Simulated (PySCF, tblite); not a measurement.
# C4H6F2O2Si: geometry, infrared bands and NMR shifts

Aim: predict the infrared bands and NMR shifts of C4H6F2O2Si (`O=C(O)[C@@H]([SiH3])/C(F)=C\F`).

Programs: tblite 0.8.0 and PySCF 2.14.0, with density-fitted response routines of our own. Each step states its level of theory. These are calculated values for one molecule in the gas phase, unless marked as measured. Atoms count from 0, in the outputs and in this text.

### 1 Starting geometry

15 atoms, charge 0, multiplicity 1; geometry from: force field or distance geometry start.

Bonds of the start (Å): O0–C1 1.28, C1–O2 1.36, C1–C3 1.49, C3–Si4 1.86, C3–C5 1.47, C5–F6 1.37, C5–C7 1.33, C7–F8 1.36, O2–H9 1.02, C3–H10 1.13, Si4–H11 1.46, Si4–H12 1.48, Si4–H13 1.47, C7–H14 1.09.

### 2 Relaxing the molecule with GFN2-xTB

Job settings and geometry (Å):

```
{"job": {"kind": "relax", "xc": "GFN2-xTB", "basis": "xTB"}, "charge": 0, "multiplicity": 1}
O     -1.805800     0.472900     1.983400
C     -1.179000     0.579600     0.875300
O     -1.527200     1.518000    -0.039200
C     -0.045500    -0.376900     0.690800
Si    -0.485700    -1.362100    -0.826900
C      1.171400     0.423200     0.528600
F      1.552400     1.272100     1.537500
C      1.964600     0.403500    -0.537700
F      1.729200    -0.386400    -1.624000
H     -2.294400     2.178100     0.059100
H      0.016700    -1.019100     1.613200
H      0.533700    -2.342000    -1.202700
H     -0.710000    -0.387800    -1.921400
H     -1.776300    -2.008600    -0.570300
H      2.851400     1.043400    -0.587500
```

Launch:

```console
> OMP_NUM_THREADS=1 python probes_run.py task.json out
```

This one command runs all jobs of the session in turn.

**Question.** This job is followed by: GFN2-xTB harmonic vibrations, gas phase; GIAO PBE0/pcSseg-1 NMR shielding, non-relativistic, gas phase. What will the session give for the following? strongest single infrared mode (GFN2-xTB); zero-point energy (GFN2-xTB); ¹³C shifts against TMS (PBE0/pcSseg-1); ¹H shifts against TMS (PBE0/pcSseg-1, means over atoms taken as alike); ¹⁷O shifts against H2O (PBE0/pcSseg-1); ²⁹Si shifts against TMS (PBE0/pcSseg-1); ¹⁹F shifts against CFCl3 (PBE0/pcSseg-1).

As calculated:

```
                                                              quantity                          value
                             strongest single infrared mode (GFN2-xTB)          1775 cm⁻¹, 499 km/mol
                                          zero-point energy (GFN2-xTB)                  57.1 kcal/mol
                                ¹³C shifts against TMS (PBE0/pcSseg-1)  175.0, 164.0, 152.9, 34.8 ppm
¹H shifts against TMS (PBE0/pcSseg-1, means over atoms taken as alike)     7.60, 6.10, 4.31, 3.15 ppm
                                ¹⁷O shifts against H2O (PBE0/pcSseg-1)               435.1, 211.6 ppm
                               ²⁹Si shifts against TMS (PBE0/pcSseg-1)                      -53.3 ppm
                              ¹⁹F shifts against CFCl3 (PBE0/pcSseg-1)             -149.9, -183.3 ppm
```

Relaxing lowered the energy by 0.902 eV in 124 steps; the close pair that moved most is C3–Si4, from 1.862 to 1.938 Å. No mode is imaginary among the 39: a minimum at this level. The strongest single mode, at 1775 cm⁻¹, moves mainly C1 and O0. Unscaled tight-binding wavenumbers are off by several per cent, some by more. Its intensities can rank the bands wrongly. The most deshielded carbon is C1 (carboxylic acid carbon), at 175.0 ppm: it is a carbonyl in resonance with an O or N lone pair, the region of acids, esters and amides. H14 (hydrogen on an alkene CH) lies farthest downfield among hydrogen, at 7.60 ppm; olefinic region. At PBE0/pcSseg-1: The largest span, 604 ppm, is at O0, where the paramagnetic term is -500 ppm.
